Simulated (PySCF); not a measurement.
**YbP: bond curves at several levels of theory**

One job finds the state of YbP, follows it along the bond with each method and fits the curves.

Computed with PySCF 2.14.0. Level: Yb x2c-TZVPall, P x2c-TZVPall, spin-free X2C with a Gaussian nucleus.

## (1) Input

A driver script around PySCF takes these settings:

```
atoms                         : Yb, P
charge                        : 0
basis                         : Yb x2c-TZVPall, P x2c-TZVPall
Hamiltonian                   : spin-free X2C with a Gaussian nucleus
basis functions               : 141
electrons treated             : 85
masses in u                   : 173.9389, 30.9738
levels                        : PBE0, PBE, r²SCAN, B3LYP, LDA, HF, MP2, SCS-MP2
grid                          : 80 radial by 434 angular points
occupations                   : held fixed by the projection of orbital angular momentum
dissociation limit            : Yb + P, each in its ground configuration
starting distance in angstrom : 2.355
values of 2S to try           : 1, 3
```

The run is started by

```sh
OMP_NUM_THREADS=4 python dia.py task.json out
```

Further steps of the session: First curve: PBE0; Excited determinants; PBE; r²SCAN (meta-GGA); B3LYP (global hybrid GGA); LDA (local density); ROHF.

Before running it: what results should come out? Wanted: for each run, Re; ωe; De; μ.

**Answer**, as computed:

Lowest PBE0 solution found, without spin–orbit coupling: ²Π (doublet), unpaired electrons π ↑, about 13.9 electrons in the 4f shell (Mulliken). State 2 has its PBE0 minimum 0.04 eV higher. State 3 has its PBE0 minimum 1.53 eV higher. The other levels ran on the lowest alone.

| level | Re (Å) | ωe (cm⁻¹) | De (eV) | μ (D) |
| --- | --- | --- | --- | --- |
| ROHF | 2.637 | 273.7 | -1.01 | -9.77 |
| ROHF-MP2 | 2.520 | 294.5 | 0.76 | n/a |
| ROHF-SCS-MP2 | 2.559 | 283.1 | 0.69 | n/a |
| LDA | 2.425 | 323 | 2.03 | -6.24 |
| PBE | 2.475 | 301 | 1.58 | -6.48 |
| r²SCAN | 2.465 | 295.4 | 1.60 | -6.72 |
| B3LYP | 2.549 | 281.1 | 1.05 | -6.87 |
| PBE0 | 2.536 | 286.8 | 1.12 | -7.17 |

De is counted to Yb + P in their ground configurations. A positive dipole means Yb(−)P(+). ⟨S²⟩ is off the pure value of 0.75 by over a tenth at r²SCAN 0.89, PBE0 0.91.

**Reading.** Bond lengths run from 2.425 Å (LDA) to 2.637 Å (ROHF). Of the levels with a De here, ROHF gives the least (-1.01 eV) and LDA the most (2.03 eV).

Correlated steps freeze 23 core orbitals. Spin–orbit coupling is left out, which matters for elements this heavy, above all for dissociation energies. A negative De means that the minimum lies above the separated atoms at that level. The state is the lowest single determinant that the PBE0 search found; with open d or f shells the true ground state can be another one. With spin–orbit coupling the term label itself may not hold.
